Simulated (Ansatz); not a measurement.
# Bi: the cost of one run

Method: DFT PBEsol, scalar-relativistic, plane waves, PAW, in Ansatz 0.2.0.

**1. The system as given**

It takes space group I4/mmm (No. 139, tetragonal). Conventional cell: a = 8.515 Å, b = 8.515 Å, c = 2.861 Å, α = 90.00°, β = 90.00°, γ = 90.00°. Bi (site symmetry 4/mmm) is surrounded by 2 Bi at 2.86 Å.

Coordinates:

```cif
data_structure
_symmetry_space_group_name_H-M 'I4/mmm'
_symmetry_Int_Tables_number 139
_cell_length_a 8.5150
_cell_length_b 8.5150
_cell_length_c 2.8611
_cell_angle_alpha 90.000
_cell_angle_beta 90.000
_cell_angle_gamma 90.000
_cell_volume 207.44
loop_
_atom_site_label
_atom_site_type_symbol
_atom_site_symmetry_multiplicity
_atom_site_Wyckoff_symbol
_atom_site_fract_x
_atom_site_fract_y
_atom_site_fract_z
_atom_site_occupancy
Bi1 Bi 2 a 0.00000 0.00000 0.00000 1
```

Source of the structure: the Materials Project (structure only).

**2. Quick check of gap, pressure and forces**

Input file input.yaml:

```yaml
crystal:
  lattice:
    - [-4.257482, 4.257482, 1.430564]
    - [4.257482, -4.257482, 1.430564]
    - [4.257482, 4.257482, -1.430564]
  atoms:
    - { symbol: Bi, position: [0.0, 0.0, 0.0] }
basis:
  ecutwfc: 420
kpoints:
  mp_grid: { grid: [6, 6, 6] }
hamiltonian:
  xc: pbesol
scf:
  occupations: { method: gaussian, width: 0.1 }
output:
  forces: true
  stress: true
  eigenvalues: true
```

Run with:

```sh
$ ansatz run input.yaml --threads 1 --pin off --max-ram 1228MiB --backend cpu --events-out ev --progress --plain --runs-dir out
```

Q: Estimate wall time and peak memory on 1 thread of an Arm CPU, shared host.

About 2.3 s, with a peak of 0.33 GiB.
